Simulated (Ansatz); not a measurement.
# NiMoIrPdW: relaxation of cell and atoms with PBE

Crystal: NiMoIrPdW.

```
Ni Mo Pd Ir W
1.0
     4.14670    0.00000    0.00000
    -2.07335    3.59115    0.00000
     0.00000    0.00000    5.41629
Ni Mo Pd Ir W
1 1 1 1 1
Direct
  0.00000 0.00000 0.02221
  0.66667 0.33333 0.45996
  0.33333 0.66667 0.74601
  0.33333 0.66667 0.25641
  0.66667 0.33333 0.99985
```

The cell was built by a generator and needn't be a form met in nature.

```yaml
Program: Ansatz 0.2.0
Task: relaxation of cell and atoms
Functional: PBE
Potentials_or_basis: all-electron PAW datasets made for the crystal
k_mesh: 4 × 4 × 3
Occupations: fermi-dirac, width 0.05 eV
Spin: collinear spin, ferromagnetic start
Starting_moments: "[1.0, 1.0, 0.0, 0.6, 0.0] μB"
```

```json
{
 "Relaxed volume": "16.08 Å³/atom",
 "Relaxed cell": "a = 4.153 Å, b = 4.153 Å, c = 5.384 Å, α = 90.00°, β = 90.00°, γ = 120.00°",
 "Space group after relaxing (to 0.05 Å)": "P3m1 (No. 156)",
 "Energy gained by relaxing": "1.7 meV/atom",
 "Ionic steps": "7",
 "Pressure after relaxing": "0.0 GPa",
 "Largest force after relaxing": "0.012 eV/Å",
 "Band gap on the k mesh": "none (metal or under the smearing width)",
 "Net moment": "0.00 μB per cell",
 "Absolute moment": "0.00 μB per cell"
}
```

Forces on the atoms (eV/Å):
```
Ni   0.000  0.000 -0.003
Mo   0.000  0.000  0.002
Pd   0.000  0.000 -0.012
Ir   0.000  0.000  0.006
W    0.000  0.000  0.006
```

The path:
| step | energy change (eV) | largest force (eV/Å) | volume (Å³) |
| --- | --- | --- | --- |
| 1 | 0.0000 | 0.2677 | 80.66 |
| 2 | -0.0037 | 0.0373 | 79.92 |
| 3 | -0.0077 | 0.0279 | 80.43 |
| 4 | -0.0078 | 0.0229 | 80.32 |
| 5 | -0.0080 | 0.0174 | 80.32 |
| 6 | -0.0083 | 0.0122 | 80.41 |
| 7 | -0.0083 | 0.0121 | 80.41 |

Final structure:
```
CELL_PARAMETERS angstrom
4.15283 0.00000 0.00000
-2.07641 3.59645 0.00000
0.00000 0.00000 5.38416
ATOMIC_POSITIONS crystal
Ni 0.00000 0.00000 0.02967
Mo 0.66667 0.33333 0.45942
Pd 0.33333 0.66667 0.74577
Ir 0.33333 0.66667 0.25468
W 0.66667 0.33333 0.99490
```

Levels at points of the mesh, in eV from the Fermi level:
Spin up:
```
            k point  band 45  band 46  band 47  band 48  band 49  band 50
 (0.00, 0.00, 0.00)    -1.43    -1.43    -0.82     0.72     0.72     1.95
(0.00, -0.50, 0.00)    -1.27    -0.22    -0.12     0.28     0.74     1.52
```
Spin down:
| k point | band 44 | band 45 | band 46 | band 47 | band 48 | band 49 | band 50 | band 51 |
| --- | --- | --- | --- | --- | --- | --- | --- | --- |
| (0.00, 0.00, 0.00) | -1.63 | -1.43 | -1.43 | -0.82 | 0.72 | 0.72 | 1.95 | 1.95 |
| (0.00, -0.50, 0.00) | -1.61 | -1.27 | -0.22 | -0.12 | 0.28 | 0.74 | 1.52 | 1.60 |

It took 52 s on 8 threads of AMD EPYC 9R45 96-Core Processor (Zen 5), on a shared host, peak memory 2.5 GiB.

Caveat: the k mesh is coarse (spacing up to 0.44 Å⁻¹), so the values aren't converged; the k mesh is thin for a metal, which can move the energy by tens of meV per atom; the program listed the state as in doubt; the starting moments weren't kept. Spin-orbit coupling is left out, which matters for the levels of Ir, W.
